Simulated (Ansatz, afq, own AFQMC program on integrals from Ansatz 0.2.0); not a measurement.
# H3 (doublet): AFQMC on the coupled-cluster ladder at distance H1–H2 along a hydrogen transfer = 0.971 Å, cc-pVTZ

Aim: compute H3 (doublet) with auxiliary-field quantum Monte Carlo on the same integrals as coupled cluster, and set the energies side by side.

Computed with Ansatz 0.2.0, Gaussian basis, and an in-house AFQMC program (afq) on its integrals; all values are calculated. Level: cc-pVTZ, frozen cores.

The runs, in order: Full CI; PBE (unrestricted); r2SCAN (unrestricted); PBE0 (unrestricted); B3LYP (unrestricted); wB97M-V (unrestricted); B2PLYP (unrestricted); CCSD(T) on UHF; CCSD(T) on UHF; CCSD(T) on UHF; Phaseless AFQMC, CISD trial on UHF.

## 1. What is computed

The geometry derives from fragments relaxed apart (PBE0/def2-TZVP) and kept rigid, so it is no stationary point. A hydrogen atom is moved between rigid fragments.

3 atoms, charge 0, spin multiplicity 2.

Atoms are counted from 1 here; the program's logs count them from 0.

No contacts short enough for the rule that draws bonds.

## 2. Full CI

Contents of in.yaml:

```yaml
crystal:
  periodic: [false, false, false]
  atoms:
    - {symbol: H, position_ang: [0.000000, 0.000000, -0.952333]}
    - {symbol: H, position_ang: [0.000000, 0.000000, 0.018667]}
    - {symbol: H, position_ang: [0.000000, 0.000000, 0.933667]}
basis:
  gaussian: {orbitals: cc-pVTZ}
magnetization: {spin_polarized: false, initial_magnetization: 1}
correlation: {method: fci, electrons: outside_noble_gas}
```

Launch:

```bash
> ansatz run in.yaml --threads 1 --pin off --events-out ev --progress --plain --max-ram 24576MiB --backend cuda --devices 0, --max-vram 18GiB
```

What it wrote:

```text
Functional definition: HF
  name "HF"
  cite "Fock, Z. Phys. 61, 126 (1930) doi:10.1007/BF01340294"
  parent pbe
  exchange = exact_x
  correlation = 0
416 factors; integrals over basis functions are off by at most 2.2e-7 eV
mean field evaluation 1: about -43.1856 eV, gradient 5.2e0 eV
mean field evaluation 2: about -43.1845 eV, gradient 5.1e0 eV
mean field evaluation 4: about -43.3737 eV, gradient 3.0e-1 eV
mean field evaluation 8: about -43.3788 eV, gradient 1.1e-2 eV
mean field -43.37875725 eV, -1.5941399256 hartree, gradient 7.5e-7 eV, S^2 0.750000; 0 other end points of the search recorded, 0 dependent functions left out
mean field evaluation 16: about -43.5765 eV, gradient 2.4e0 eV
reference -43.37875725 eV, -1.5941399256 hartree; 2, 1 occupied and 40, 41 virtual orbitals, 416 factors
state -45.07069387 eV, -1.6563174497 hartree
Total energy: -45.07069387 eV, -1.6563174497 hartree
```

Wall time 18 s (1 × NVIDIA H100 80GB HBM3 with 1 thread of AMD EPYC 7R13 (Zen 3), shared host).

From the report: 10,305 determinants, symmetry A1.

## 3. PBE (unrestricted)

in.yaml: that of step 2 with these lines changed.

```diff
@@ -8,3 +8,4 @@
   gaussian: {orbitals: cc-pVTZ}
-magnetization: {spin_polarized: false, initial_magnetization: 1}
-correlation: {method: fci, electrons: outside_noble_gas}
+magnetization: {spin_polarized: true, initial_magnetization: 1}
+hamiltonian: {xc: {name: PBE}}
+output: {orbitals: {seedname: orbitals}}
```

Launch:

```bash
> ansatz run in.yaml --threads 1 --pin off --events-out ev --progress --plain --max-ram 8192MiB --backend cpu
```

What it wrote:

```text
Functional definition: PBE
  name "PBE"
  cite "Perdew, Burke & Ernzerhof, Phys. Rev. Lett. 77, 3865 (1996) doi:10.1103/PhysRevLett.77.3865"
  parent pbe
  parameter kappa = 0.804
  parameter beta = 0.06672455060314922
  exchange = pbe_x(kappa = kappa, mu = beta*pi^2/3)
  correlation = pbe_c(beta = beta)
180 factors; their error is unknown
mean field evaluation 1: about -44.8135 eV, gradient 6.3e0 eV
mean field evaluation 2: about -45.1010 eV, gradient 2.8e0 eV
mean field evaluation 4: about -45.1709 eV, gradient 1.3e-1 eV
mean field evaluation 8: about -45.1672 eV, gradient 1.9e-2 eV
mean field -45.16722788 eV, -1.6598650091 hartree, gradient 5.4e-5 eV, S^2 0.757230; 0 other end points of the search recorded, 0 dependent functions left out
reference -45.16725308 eV, -1.6598659353 hartree; 2, 1 occupied and 40, 41 virtual orbitals, 180 factors
Total energy: -45.16725308 eV, -1.6598659353 hartree
```

Run time: 0.24 s. Hardware: 1 thread of AMD EPYC 7R13 (Zen 3), shared host.

From the report: ⟨S²⟩ of the determinant 0.757 (pure doublet: 0.75).

## 4. r2SCAN (unrestricted)

in.yaml: that of step 3 with these lines changed.

```diff
@@ -9,3 +9,2 @@
 magnetization: {spin_polarized: true, initial_magnetization: 1}
-hamiltonian: {xc: {name: PBE}}
-output: {orbitals: {seedname: orbitals}}
+hamiltonian: {xc: {name: r2SCAN}}
```

Launched as before.

What it wrote:

```text
Functional definition: r2SCAN
  name "r2SCAN"
  cite "Furness, Kaplan, Ning, Perdew & Sun, J. Phys. Chem. Lett. 11, 8208 (2020) doi:10.1021/acs.jpclett.0c02405"
  cite "Furness, Kaplan, Ning, Perdew & Sun, J. Phys. Chem. Lett. 11, 9248 (2020) doi:10.1021/acs.jpclett.0c03077"
  parent r2scan
  parameter k0 = 0.174
  parameter k1 = 0.065
  parameter a1 = 4.9479
  exchange = r2scan_x(k0 = k0, k1 = k1, a1 = a1)
  correlation = r2scan_c
180 factors; their error is unknown
mean field evaluation 1: about -45.0901 eV, gradient 5.5e0 eV
mean field evaluation 2: about -45.3352 eV, gradient 1.9e0 eV
mean field evaluation 4: about -45.3681 eV, gradient 9.0e-2 eV
mean field evaluation 8: about -45.3658 eV, gradient 6.0e-4 eV
mean field -45.36583264 eV, -1.6671635995 hartree, gradient 2.0e-5 eV, S^2 0.762724; 0 other end points of the search recorded, 0 dependent functions left out
reference -45.36584272 eV, -1.6671639699 hartree; 2, 1 occupied and 40, 41 virtual orbitals, 180 factors
Total energy: -45.36584272 eV, -1.6671639699 hartree
```

Run time: 0.45 s. Hardware: 1 thread of AMD EPYC 7R13 (Zen 3), shared host.

From the report: ⟨S²⟩ of the determinant 0.763 (pure doublet: 0.75).

## 5. PBE0 (unrestricted)

in.yaml: that of step 4 with these lines changed.

```diff
@@ -9,2 +9,3 @@
 magnetization: {spin_polarized: true, initial_magnetization: 1}
-hamiltonian: {xc: {name: r2SCAN}}
+hamiltonian: {xc: {name: PBE0}}
+output: {orbitals: {seedname: orbitals}}
```

Launched as before.

What it wrote:

```text
Functional definition: PBE0
  name "PBE0"
  cite "Adamo & Barone, J. Chem. Phys. 110, 6158 (1999) doi:10.1063/1.478522"
  cite "Perdew, Burke & Ernzerhof, Phys. Rev. Lett. 77, 3865 (1996) doi:10.1103/PhysRevLett.77.3865"
  parent pbe
  parameter a = 0.25
  parameter kappa = 0.804
  parameter beta = 0.06672455060314922
  exchange = (1 - a)*pbe_x(kappa = kappa, mu = beta*pi^2/3) + a*exact_x
  correlation = pbe_c(beta = beta)
180 factors; their error is unknown
mean field evaluation 1: about -45.0151 eV, gradient 4.2e0 eV
mean field evaluation 2: about -45.1704 eV, gradient 1.2e0 eV
mean field evaluation 4: about -45.1862 eV, gradient 3.7e-2 eV
mean field evaluation 8: about -45.1830 eV, gradient 3.7e-4 eV
mean field -45.18300384 eV, -1.6604447652 hartree, gradient 3.2e-5 eV, S^2 0.761826; 0 other end points of the search recorded, 0 dependent functions left out
reference -45.18302340 eV, -1.6604454840 hartree; 2, 1 occupied and 40, 41 virtual orbitals, 180 factors
Total energy: -45.18302340 eV, -1.6604454840 hartree
```

It took 0.21 s on 1 thread of AMD EPYC 7R13 (Zen 3), shared host.

From the report: ⟨S²⟩ of the determinant 0.762 (pure doublet: 0.75).

## 6. B3LYP (unrestricted)

in.yaml: that of step 5 with these lines changed.

```diff
@@ -9,3 +9,2 @@
 magnetization: {spin_polarized: true, initial_magnetization: 1}
-hamiltonian: {xc: {name: PBE0}}
-output: {orbitals: {seedname: orbitals}}
+hamiltonian: {xc: {name: B3LYP}}
```

Same command.

What it wrote:

```text
Functional definition: B3LYP
  name "B3LYP"
  cite "Stephens, Devlin, Chabalowski & Frisch, J. Phys. Chem. 98, 11623 (1994) doi:10.1021/j100096a001"
  cite "Becke, Phys. Rev. A 38, 3098 (1988) doi:10.1103/PhysRevA.38.3098"
  cite "Lee, Yang & Parr, Phys. Rev. B 37, 785 (1988) doi:10.1103/PhysRevB.37.785"
  cite "Vosko, Wilk & Nusair, Can. J. Phys. 58, 1200 (1980) doi:10.1139/p80-159"
  parameter a0 = 0.2
  parameter ax = 0.72
  parameter ac = 0.81
  exchange = (1 - a0 - ax)*slater_x + ax*b88_x + a0*exact_x
  correlation = (1 - ac)*vwn_rpa_c + ac*lyp_c
180 factors; their error is unknown
mean field evaluation 1: about -45.3804 eV, gradient 4.8e0 eV
mean field evaluation 2: about -45.5705 eV, gradient 1.5e0 eV
mean field evaluation 4: about -45.5916 eV, gradient 5.3e-2 eV
mean field evaluation 8: about -45.5882 eV, gradient 1.8e-4 eV
mean field -45.58820683 eV, -1.6753357001 hartree, gradient 1.2e-5 eV, S^2 0.759323; 0 other end points of the search recorded, 0 dependent functions left out
reference -45.58835613 eV, -1.6753411869 hartree; 2, 1 occupied and 40, 41 virtual orbitals, 180 factors
Total energy: -45.58835613 eV, -1.6753411869 hartree
```

Run time: 0.24 s. Hardware: 1 thread of AMD EPYC 7R13 (Zen 3), shared host.

From the report: ⟨S²⟩ of the determinant 0.759 (pure doublet: 0.75).

## 7. wB97M-V (unrestricted)

in.yaml: that of step 6 with these lines changed.

```diff
@@ -9,2 +9,3 @@
 magnetization: {spin_polarized: true, initial_magnetization: 1}
-hamiltonian: {xc: {name: B3LYP}}
+hamiltonian: {xc: {name: wB97M-V}}
+output: {orbitals: {seedname: orbitals}}
```

The command is unchanged.

What it wrote, cut to the lines that bear on the results:

```text
Functional definition: wB97M-V
  name "wB97M-V"
  cite "Mardirossian & Head-Gordon, J. Chem. Phys. 144, 214110 (2016) doi:10.1063/1.4952647"
  cite "Becke, J. Chem. Phys. 107, 8554 (1997) doi:10.1063/1.475007"
  cite "Vydrov & Van Voorhis, J. Chem. Phys. 133, 244103 (2010) doi:10.1063/1.3521275"
  # Of w^i u^j: cxij and so on, Table III.
[...]
  gx(w, u) = 1 - cx + cx01*u + cx10*w
  gss(w, u) = css00 + css04*u^4 + css10*w + css20*w^2 + css43*w^4*u^3
  gos(w, u) = cos00 + cos10*w + (cos20 + cos21*u)*w^2 + (cos60 + cos61*u)*w^6
[...]
      + integral(e_c_pw_mod_opposite_spin*gos(b97_w_opposite, b97_u_opposite)) + vv10(b, c)
180 factors; their error is unknown
63 factors; integrals over basis functions are off by at most 2.6e-5 eV
[...]
mean field -44.66778054 eV, -1.6415106579 hartree, gradient 3.1e-5 eV, S^2 0.757076; 0 other end points of the search recorded, 0 dependent functions left out
reference -44.66780885 eV, -1.6415116981 hartree; 2, 1 occupied and 40, 41 virtual orbitals, 180 factors
Total energy: -44.66780885 eV, -1.6415116981 hartree
```

It took 0.73 s on 1 thread of AMD EPYC 7R13 (Zen 3), shared host.

From the report: ⟨S²⟩ of the determinant 0.757 (pure doublet: 0.75).

## 8. B2PLYP (unrestricted)

in.yaml: that of step 7 with these lines changed.

```diff
@@ -9,3 +9,3 @@
 magnetization: {spin_polarized: true, initial_magnetization: 1}
-hamiltonian: {xc: {name: wB97M-V}}
-output: {orbitals: {seedname: orbitals}}
+hamiltonian: {xc: {name: B2PLYP}}
+correlation: {electrons: outside_noble_gas}
```

Same command.

What it wrote:

```text
Functional definition: B2PLYP
  name "B2PLYP"
  cite "Grimme, J. Chem. Phys. 124, 034108 (2006) doi:10.1063/1.2148954"
  cite "Becke, Phys. Rev. A 38, 3098 (1988) doi:10.1103/PhysRevA.38.3098"
  cite "Lee, Yang & Parr, Phys. Rev. B 37, 785 (1988) doi:10.1103/PhysRevB.37.785"
  parameter a = 0.53
  parameter c = 0.27
  exchange = (1 - a)*b88_x + a*exact_x
  correlation = (1 - c)*lyp_c + c*(mp2_os + mp2_ss)
217 factors; integrals over basis functions are off by at most 1.1e-3 eV
mean field evaluation 1: about -44.5720 eV, gradient 3.7e0 eV
mean field evaluation 2: about -44.5681 eV, gradient 3.7e0 eV
mean field evaluation 4: about -44.7335 eV, gradient 3.6e-1 eV
mean field evaluation 8: about -44.7354 eV, gradient 1.2e-3 eV
mean field evaluation 16: about -44.7354 eV, gradient 2.3e-6 eV
mean field -44.73539952 eV, -1.6439956098 hartree, gradient 2.3e-6 eV, S^2 0.768464; 0 other end points of the search recorded, 0 dependent functions left out
reference -44.73549569 eV, -1.6439991439 hartree; 2, 1 occupied and 40, 41 virtual orbitals, 217 factors
second order -1.31689269 eV of doubles, -0.00000000 eV of singles
Total energy: -45.09105672 eV, -1.6570657706 hartree
```

Run time: 0.24 s. Hardware: 1 thread of AMD EPYC 7R13 (Zen 3), shared host.

From the report: ⟨S²⟩ of the determinant 0.768 (pure doublet: 0.75).

## 9. CCSD(T) on UHF

in.yaml: that of step 8 with these lines changed.

```diff
@@ -9,3 +9,2 @@
 magnetization: {spin_polarized: true, initial_magnetization: 1}
-hamiltonian: {xc: {name: B2PLYP}}
-correlation: {electrons: outside_noble_gas}
+correlation: {method: ccsd_t, electrons: outside_noble_gas, hamiltonian_folder: ham}
```

Launch:

```bash
> ansatz run in.yaml --threads 1 --pin off --events-out ev --progress --plain --max-ram 24576MiB --backend cuda --devices 0, --max-vram 18GiB
```

What it wrote, cut to the lines that bear on the results:

```text
Functional definition: HF
  name "HF"
  cite "Fock, Z. Phys. 61, 126 (1930) doi:10.1007/BF01340294"
  parent pbe
[...]
217 factors; integrals over basis functions are off by at most 1.1e-3 eV
[...]
mean field -43.67253618 eV, -1.6049361022 hartree, gradient 2.4e-6 eV, S^2 0.788327; 0 other end points of the search recorded, 0 dependent functions left out
reference -43.67253618 eV, -1.6049361022 hartree; 2, 1 occupied and 40, 41 virtual orbitals, 217 factors
second order -1.04105562 eV of doubles, -0.00000000 eV of singles
cycle   1  -1.23518990 eV  change   -1.9e-1 eV  update   3.9e-2
[...]
cycle  10  -1.38274520 eV  change   -7.6e-7 eV  update   1.5e-6
perturbative correction -0.01220172 eV, -0.0004484048 hartree
Total energy: -45.06748309 eV, -1.6561994558 hartree
```

It took 17 s on 1 × NVIDIA H100 80GB HBM3 with 1 thread of AMD EPYC 7R13 (Zen 3), shared host.

From the report: ⟨S²⟩ of the determinant 0.788 (pure doublet: 0.75); correlation -1.3949 eV; T1 0.022; largest double amplitude 0.07.

This run also writes the integrals to the folder ham.

## 10. CCSD(T) on UHF

in.yaml: that of step 9 with these lines changed.

```diff
@@ -7,4 +7,4 @@
 basis:
-  gaussian: {orbitals: cc-pVTZ}
+  gaussian: {orbitals: def2-TZVPP}
 magnetization: {spin_polarized: true, initial_magnetization: 1}
-correlation: {method: ccsd_t, electrons: outside_noble_gas, hamiltonian_folder: ham}
+correlation: {method: ccsd_t, electrons: outside_noble_gas}
```

Launched as before.

What it wrote, cut to the lines that bear on the results:

```text
Functional definition: HF
  name "HF"
  cite "Fock, Z. Phys. 61, 126 (1930) doi:10.1007/BF01340294"
  parent pbe
[...]
217 factors; integrals over basis functions are off by at most 1.1e-3 eV
[...]
mean field -43.67259656 eV, -1.6049383212 hartree, gradient 2.4e-6 eV, S^2 0.788328; 0 other end points of the search recorded, 0 dependent functions left out
reference -43.67259656 eV, -1.6049383212 hartree; 2, 1 occupied and 40, 41 virtual orbitals, 217 factors
second order -1.04104738 eV of doubles, -0.00000000 eV of singles
cycle   1  -1.23517625 eV  change   -1.9e-1 eV  update   3.9e-2
[...]
cycle  10  -1.38274036 eV  change   -6.7e-7 eV  update   1.5e-6
perturbative correction -0.01220007 eV, -0.0004483443 hartree
Total energy: -45.06753699 eV, -1.6562014366 hartree
```

Run time: 13 s. Hardware: 1 × NVIDIA H100 80GB HBM3 with 1 thread of AMD EPYC 7R13 (Zen 3), shared host.

From the report: ⟨S²⟩ of the determinant 0.788 (pure doublet: 0.75); correlation -1.3949 eV; T1 0.022; largest double amplitude 0.07.

## 11. CCSD(T) on UHF

in.yaml: that of step 10 with these lines changed.

```diff
@@ -7,3 +7,3 @@
 basis:
-  gaussian: {orbitals: def2-TZVPP}
+  gaussian: {orbitals: "def2-QZVPP.json"}
 magnetization: {spin_polarized: true, initial_magnetization: 1}
```

Launched as before.

What it wrote, cut to the lines that bear on the results:

```text
Functional definition: HF
  name "HF"
  cite "Fock, Z. Phys. 61, 126 (1930) doi:10.1007/BF01340294"
  parent pbe
[...]
514 factors; integrals over basis functions are off by at most 1.1e-3 eV
[...]
mean field -43.69078881 eV, -1.6056068739 hartree, gradient 2.6e-6 eV, S^2 0.788355; 0 other end points of the search recorded, 0 dependent functions left out
reference -43.69078881 eV, -1.6056068739 hartree; 2, 1 occupied and 88, 89 virtual orbitals, 514 factors
second order -1.08989250 eV of doubles, -0.00000000 eV of singles
cycle   1  -1.27036485 eV  change   -1.8e-1 eV  update   3.9e-2
[...]
cycle  10  -1.41965184 eV  change   -2.5e-6 eV  update   1.8e-6
perturbative correction -0.01342173 eV, -0.0004932396 hartree
Total energy: -45.12386238 eV, -1.6582713563 hartree
```

Wall time 10 s (1 × NVIDIA H100 80GB HBM3 with 1 thread of AMD EPYC 7R13 (Zen 3), shared host).

From the report: ⟨S²⟩ of the determinant 0.788 (pure doublet: 0.75); correlation -1.4331 eV; T1 0.022; largest double amplitude 0.07.

## 12. Phaseless AFQMC, CISD trial on UHF

It reads the integrals that the CCSD(T) run on this determinant wrote.

Launch:

```bash
> afq ham --method phaseless --trial cisd --walkers 4000 --populations 20 --least-time 60 --time-step 0.005 --steps-per-block 50 --equilibration-blocks 28 --max-blocks 4000 --target-error 0.00011 --factor-cut 1e-05 --start spin_pure --seed 813 --release-times 0.24,0.51,0.99,1.62,2.4 --release-step 0.03 --release-every 3 --taylor-order 6
```

What it wrote:

```text
orbitals 42  electrons 2 1  factors 217 of 217
reference energy -1.60493610 Eh
CCSD correlation -0.05081491 Eh in 9 cycles, weight of the determinant in the CISD state 0.9673
energy of the start -1.655697 Eh
 block  time / (1/Eh)  mean weight  energy / Eh
     1     0.250  1.0001  -1.655776
     2     0.500  1.0001  -1.655888
     3     0.750  0.9998  -1.655987
     4     1.000  1.0001  -1.656076
     5     1.250  1.0000  -1.656088
     6     1.500  1.0000  -1.656163
     7     1.750  1.0000  -1.656219
     8     2.000  0.9997  -1.656220
     9     2.250  1.0001  -1.656239
    10     2.500  1.0000  -1.656259
    11     2.750  1.0001  -1.656293
    12     3.000  1.0000  -1.656292
    13     3.250  1.0000  -1.656299
    14     3.500  1.0000  -1.656286
    15     3.750  0.9999  -1.656292
    16     4.000  0.9999  -1.656281
    17     4.250  0.9997  -1.656283
    18     4.500  0.9999  -1.656320
    19     4.750  0.9999  -1.656277
    20     5.000  1.0000  -1.656282
    21     5.250  1.0001  -1.656326
    22     5.500  1.0000  -1.656302
    23     5.750  1.0002  -1.656300
    24     6.000  0.9998  -1.656273
    25     6.250  0.9998  -1.656323
    26     6.500  1.0002  -1.656270
    27     6.750  1.0000  -1.656285
    28     7.000  0.9999  -1.656273
    29     7.250  0.9998  -1.656275
    30     7.500  0.9997  -1.656248
    31     7.750  0.9999  -1.656275
    32     8.000  1.0000  -1.656286
    33     8.250  1.0001  -1.656289
    34     8.500  1.0000  -1.656283
    35     8.750  0.9999  -1.656314
    36     9.000  0.9999  -1.656296
    37     9.250  1.0001  -1.656292
    38     9.500  1.0000  -1.656241
    39     9.750  0.9999  -1.656270
    40    10.000  1.0001  -1.656282
    41    10.250  1.0001  -1.656246
    42    10.500  1.0001  -1.656282
    43    10.750  1.0001  -1.656289
    44    11.000  0.9999  -1.656248
    45    11.250  1.0001  -1.656289
    46    11.500  1.0000  -1.656304
    47    11.750  1.0002  -1.656312
    48    12.000  1.0001  -1.656326
    49    12.250  0.9999  -1.656304
    50    12.500  0.9999  -1.656292
    51    12.750  0.9999  -1.656272
    52    13.000  1.0001  -1.656279
    53    13.250  1.0000  -1.656310
    54    13.500  1.0000  -1.656259
    55    13.750  1.0001  -1.656267
    56    14.000  1.0001  -1.656262
    57    14.250  0.9999  -1.656293
    58    14.500  1.0000  -1.656296
    59    14.750  1.0000  -1.656331
    60    15.000  1.0000  -1.656322
    61    15.250  1.0000  -1.656320
    62    15.500  0.9999  -1.656326
    63    15.750  1.0001  -1.656263
    64    16.000  1.0000  -1.656265
    65    16.250  1.0002  -1.656288
    66    16.500  0.9999  -1.656289
    67    16.750  1.0000  -1.656289
    68    17.000  1.0001  -1.656306
    69    17.250  1.0000  -1.656317
    70    17.500  1.0001  -1.656315
    71    17.750  1.0000  -1.656291
    72    18.000  0.9999  -1.656279
    73    18.250  1.0000  -1.656344
    74    18.500  1.0001  -1.656310
    75    18.750  1.0001  -1.656327
    76    19.000  1.0000  -1.656314
    77    19.250  1.0000  -1.656271
    78    19.500  1.0001  -1.656275
error from the spread of 20 populations
released: time / (1/Eh)  energy / Eh  error  mean overlap
  0.24  -1.656294  0.000005  1.0005
  0.51  -1.656308  0.000004  0.9979
  0.99  -1.656311  0.000004  0.9943
  1.62  -1.656325  0.000006  0.9880
  2.40  -1.656315  0.000005  0.9848
energy -1.656290 +/- 0.000006 Eh
```

It took 23 s on 1 × NVIDIA H100 80GB HBM3 with 2 threads of AMD EPYC 7R13 (Zen 3), shared host.

Energy -45.0700 ± 0.0002 eV. Caveats: constraint bias not in the error.

## 13. AFQMC on the ladder

On the UHF determinant, counted from full CI (exact for this spin and basis):

| level | energy (eV) | from full CI (meV) | statistical error (meV) | time |
| --- | --- | --- | --- | --- |
| HF | -43.6725 | +1398.2 |  |  |
| MP2 | -44.7136 | +357.1 |  |  |
| CCSD | -45.0553 | +15.4 |  |  |
| CCSD(T) | -45.0675 | +3.2 |  |  |
| full CI | -45.0707 | 0.0 |  |  |
| Phaseless AFQMC, CISD trial, step 0.005, 4000 walkers | -45.0700 | +0.7 | 0.2 | 23 s |

The functionals' totals stand on their own zeros and serve differences with other points: PBE -45.167 eV; r2SCAN -45.366 eV; PBE0 -45.183 eV; B3LYP -45.588 eV; wB97M-V -44.668 eV; B2PLYP -45.091 eV.

## 14. Outcome

```
                                       quantity           value
                    CCSD(T) on UHF from full CI        +3.2 meV
Phaseless AFQMC, CISD trial on UHF from full CI  +0.7 ± 0.2 meV
```

In words: On UHF the phaseless walk with the CISD trial lies +0.7 meV from full CI, 5 times its error bar: mostly the bias of the constraint. Error bars are statistical and leave out the constraint, the time step and what remains of the start.
